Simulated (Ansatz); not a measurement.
Below is the output of a Python script on Ansatz 0.2.0, Python API that makes a geometry optimisation of CH4FGaO, SMILES [CH3][Ga]([OH])[F]. Write a script that gives it. Settings: B3LYP, def2-SVP basis, multiplicity 1, D4 dispersion.

```yaml
atoms:
  - { symbol: C, position_ang: [-0.6560, 0.3587, 0.7793] }
  - { symbol: Ga, position_ang: [-0.1159, -0.2950, -0.8960] }
  - { symbol: O, position_ang: [1.4164, -0.7226, -1.1817] }
  - { symbol: F, position_ang: [0.3122, 1.2256, -1.4803] }
  - { symbol: H, position_ang: [-1.1407, -0.6108, 0.5951] }
  - { symbol: H, position_ang: [0.1355, 0.3502, 1.4874] }
  - { symbol: H, position_ang: [-1.4539, 1.0896, 1.1722] }
  - { symbol: H, position_ang: [1.5945, -1.4528, -0.5317] }
```

Running `python ch4fgao_opt.py` prints:
```text
step   1  E = -58231.943397 eV  max force 6.3760 eV/A
step   2  E = -58234.470786 eV  max force 3.0423 eV/A
step   3  E = -58235.898275 eV  max force 1.4803 eV/A
step   4  E = -58236.387792 eV  max force 0.8093 eV/A
step   5  E = -58236.507539 eV  max force 0.3787 eV/A
step   6  E = -58236.521652 eV  max force 0.6478 eV/A
step   7  E = -58236.525504 eV  max force 0.4217 eV/A
step   8  E = -58236.546802 eV  max force 0.0568 eV/A
step   9  E = -58236.547579 eV  max force 0.0526 eV/A
step  10  E = -58236.547601 eV  max force 0.0793 eV/A
step  11  E = -58236.547986 eV  max force 0.0467 eV/A
step  12  E = -58236.548688 eV  max force 0.0148 eV/A
step  13  E = -58236.549021 eV  max force 0.0568 eV/A
step  14  E = -58236.549303 eV  max force 0.0574 eV/A
step  15  E = -58236.549704 eV  max force 0.0688 eV/A
step  16  E = -58236.550015 eV  max force 0.0666 eV/A
step  17  E = -58236.550272 eV  max force 0.1062 eV/A
step  18  E = -58236.550507 eV  max force 0.0853 eV/A
step  19  E = -58236.551383 eV  max force 0.0093 eV/A
step  20  E = -58236.551616 eV  max force 0.0134 eV/A
step  21  E = -58236.546925 eV  max force 0.2932 eV/A
step  22  E = -58236.551810 eV  max force 0.0084 eV/A
reference energy    -58236.355180 eV
total energy        -58236.552045 eV
occupied (up, down): [29, 29]  virtual: [65, 65]  frozen: 0
final positions (A) and the move of each atom
C    -0.73786    0.22510    0.91795    0.2092
Ga    0.37769    0.23003   -0.69103    0.7492
O     1.42047   -1.04141   -1.38524    0.3783
F     0.44886    1.67603   -1.68990    0.5153
H    -0.89266   -0.79215    1.30439    0.7730
H    -0.24602    0.83264    1.69363    0.6487
H    -1.71031    0.68406    0.68613    0.6830
H     1.43193   -1.87141   -0.89163    0.5755
dipole (D): -1.275 -2.163 3.189, length 4.059
atom  Mulliken   Lowdin
C       -0.212   -0.020
Ga       0.674   -0.183
O       -0.411    0.121
F       -0.401   -0.003
H        0.048    0.025
H        0.060    0.034
H        0.062    0.034
H        0.180   -0.007
```

One script that gives this output:

Script `ch4fgao_opt.py`:
```python
'''Relax the CH4FGaO molecule.'''

import ansatz
import numpy as np


def main() -> None:
    geometry_ang = [
        ('C', (-0.656, 0.3587, 0.7793)),
        ('Ga', (-0.1159, -0.295, -0.896)),
        ('O', (1.4164, -0.7226, -1.1817)),
        ('F', (0.3122, 1.2256, -1.4803)),
        ('H', (-1.1407, -0.6108, 0.5951)),
        ('H', (0.1355, 0.3502, 1.4874)),
        ('H', (-1.4539, 1.0896, 1.1722)),
        ('H', (1.5945, -1.4528, -0.5317)),
    ]
    geometry = ansatz.Crystal.molecule()
    for symbol, xyz in geometry_ang:
        geometry = geometry.atom(symbol, xyz)

    calculation = geometry.calculation().basis(gaussian='def2-SVP').functional('b3lyp', dispersion='d4')
    symbols = [site.symbol for site in geometry.cartesian_sites]
    start = np.array([site.position_ang for site in geometry.cartesian_sites], dtype=float)
    def progress(event):
        if event['event'] == 'relax_step':
            row = event['data']
            print(f'step {row["step"]:3d}  E = {row["lagrangian_ev"]:.6f} eV  max force {row["allowed_force_max_ev_ang"]:.4f} eV/A')


    r = calculation.relax(force_tolerance=0.02).session().plan().execute(on_event=progress).report
    end = np.array(r['positions_ang'])

    print('reference energy %16.6f eV' % r['reference_energy_ev'])
    print('total energy     %16.6f eV' % r['free_energy_ev'])
    print('occupied (up, down):', r['n_occupied'], ' virtual:', r['n_virtual'], ' frozen:', r['n_frozen'])

    print('final positions (A) and the move of each atom')
    for symbol, xyz, old in zip(symbols, end, start):
        print(f'{symbol:2s} {xyz[0]:10.5f} {xyz[1]:10.5f} {xyz[2]:10.5f}   {np.linalg.norm(xyz - old):7.4f}')

    charges = r['charge_distribution']
    dipole = np.array(charges['dipole_moment_e_ang']) * 4.803205
    print('dipole (D): {:.3f} {:.3f} {:.3f}, length {:.3f}'.format(*dipole, np.linalg.norm(dipole)))
    print('atom  Mulliken   Lowdin')
    for symbol, m, l in zip(symbols, charges['mulliken_charges_e'], charges['lowdin_charges_e']):
        print(f'{symbol:4s} {m:9.3f} {l:8.3f}')
    with open('ch4fgao_opt.xyz', 'w') as handle:
        handle.write(f'{len(symbols)}\nrelaxed CH4FGaO\n')
        handle.writelines(f'{s:2s} {x:11.6f} {y:11.6f} {z:11.6f}\n' for s, (x, y, z) in zip(symbols, end))


if __name__ == '__main__':
    main()
```

Reading the output:
- Total energies depend on the basis set; only differences at equal settings carry meaning.
- The end point is the stationary point reached from this start; no frequency run checks that it is a minimum, and the basis set is modest.
- The Löwdin charges here are taken after orthogonalising the functions within each atom; they differ from plain Löwdin charges, and their signs can be unphysical.
- Total less reference energy is the dispersion correction.
- b3lyp holds the VWN-RPA fit, as in Gaussian; the form of ORCA and Turbomole is b3lyp5.
- Hardware and time: 81 s on 1 thread of Intel(R) Xeon(R) Platinum 8375C CPU @ 2.90GHz (Ice Lake) (shared host), peak memory 0.28 GiB.

(Lines on the test bed's own set-up are left out of the output.)
